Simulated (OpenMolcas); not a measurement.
**CH3BN2 (SMILES BN=C=N) at CCSD[T]/pc-1 (electric field -0.005 a.u., field axis x)**

Wanted: a single-point energy of CH3BN2. 

Program for the calculation: OpenMolcas 26.06.

6 further runs of the same task are left out: 6 set aside as unsound or not needed.

## (1) The system as given

CH3BN2 has 7 atoms, charge 0, and is taken as a singlet. As SMILES, `BN=C=N`. The coordinates come from a GFN2-xTB relaxation.

Bond lengths: B1–N2 1.371 Å, N2–C3 1.195 Å, C3–N4 1.208 Å, B1–H5 1.173 Å, B1–H6 1.172 Å, N4–H7 1.002 Å. Angles: B1–N2–C3 178.6°, N2–C3–N4 168.4°, N2–B1–H5 118.7°, N2–B1–H6 118.6°, C3–N4–H7 126.4°, H5–B1–H6 122.7°.

## (2) The energy at CCSD[T]/pc-1 (electric field -0.005 a.u., field axis x)

calc.input reads:

```
>>> EXPORT MOLCAS_PRINT=2

&GATEWAY
 Coord
 7
 angstrom
 B       -0.864510       1.318630       0.089720
 N       -0.146910       0.151500       0.030050
 C        0.500540      -0.850270      -0.035040
 N        0.957170      -1.967820      -0.004700
 H       -0.361120       2.308300      -0.287440
 H       -1.955630       1.285070       0.515400
 H        1.870470      -2.245420      -0.307990
 Basis = pc-1
 Group = NoSym

&SEWARD

&FFPT
 Dipole
 X 0.005

&SCF
 PrOrbitals = 1 2

&RASSCF
 FileOrb = $Project.ScfOrb
 Spin = 1
 Nactel = 0 0 0
 Inactive = 14
 Ras2 = 0
 OutOrbitals = Canonical
 OrbListing = Few

&MOTRA
 JobIph
 Frozen = 4

&CCSDT
 CCT
 Triples = 1
 Iterations = 50
 Extrapolation = 5 4
```

On the command line:

```sh
export MOLCAS_MEM=1860
pymolcas calc.input > calc.log
```

Q: Predict the results. Wanted: total energy; dipole moment; HOMO–LUMO gap; correlation energy.

Answer, from the run:

At CCSD[T]/pc-1 (electric field -0.005 a.u., field axis x), 4 core orbitals frozen:

```
                                   quantity          value
                               total energy  -173.71384 Eh
         dipole moment (mean-field density)         1.48 D
      HOMO–LUMO gap (Hartree–Fock orbitals)       13.30 eV
correlation energy (4 core orbitals frozen)     -569.1 mEh
```
